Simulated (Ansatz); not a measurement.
This script drives the Python package of Ansatz (0.2.0).

The script, `ge2h6te_bend.py`:
```python
"""Bending curve of Ge2H6Te."""

import warnings

import ansatz as az
from ase import Atoms


def main() -> None:
    warnings.simplefilter("ignore", az.DeckWarning)

    atoms = Atoms(["Ge", "Te", "Ge", "H", "H", "H", "H", "H", "H"], positions=[
        (-0.8048, 1.1431, -1.0553),
        (1.525, 0.245, -1.0157),
        (0.8765, -1.1871, 0.9995),
        (-1.7841, 0.0355, -1.2702),
        (-0.9851, 2.1921, -2.2519),
        (-1.1522, 1.9156, 0.2757),
        (2.1675, -2.0163, 1.4618),
        (-0.2129, -2.1246, 0.6232),
        (0.4587, -0.2497, 2.2157),
    ])

    # relax first, so that the scan starts from a minimum
    first = (
        az.Crystal.molecule_from_ase(atoms).calculation()
        .basis(gaussian="def2-SVP")
        .functional("r2scan", dispersion="d3bj")
        .relax(force_tolerance=0.02, max_steps=80)
    )
    atoms.positions = first.run(threads=1, pin="off").report["positions_ang"]

    rows = []
    for angle in [85, 95, 105, 115, 125, 140, 160]:
        bent = atoms.copy()
        bent.set_angle(2, 1, 0, angle, indices=[0, 3, 4, 5])
        setup = (
            az.Crystal.molecule_from_ase(bent).calculation()
            .basis(gaussian="def2-SVP")
            .functional("r2scan", dispersion="d3bj")
        )
        rows.append((angle, setup.run(threads=1, pin="off").report["free_energy_ev"]))
    floor = min(e for _, e in rows)
    for angle, e in rows:
        print(f"angle Ge2-Te1-Ge0 = {angle:3d} deg   {1000 * (e - floor):9.1f} meV")


if __name__ == "__main__":
    main()
```

It is started by `python ge2h6te_bend.py`. Estimate its wall time and peak memory on 1 thread of Arm Neoverse V2, on a shared host.

It took about 100 s, with a peak of 0.27 GiB, for 8 runs of the engine.

`python ge2h6te_bend.py` gives:
```text
angle Ge2-Te1-Ge0 =  85 deg        18.7 meV
angle Ge2-Te1-Ge0 =  95 deg         0.0 meV
angle Ge2-Te1-Ge0 = 105 deg        70.4 meV
angle Ge2-Te1-Ge0 = 115 deg       212.9 meV
angle Ge2-Te1-Ge0 = 125 deg       418.9 meV
angle Ge2-Te1-Ge0 = 140 deg       826.7 meV
angle Ge2-Te1-Ge0 = 160 deg      1465.3 meV
```

Notes:
- The scan is rigid, and the energies are electronic, in a modest basis. The zero is the lowest point of the grid, which needn't be the minimum.
- def2 sets replace the cores of elements past krypton by effective core potentials.
- A dispersion term here runs with damping parameters fitted for another variant or functional.
- The script silences the warnings on its input, which a real study should read.
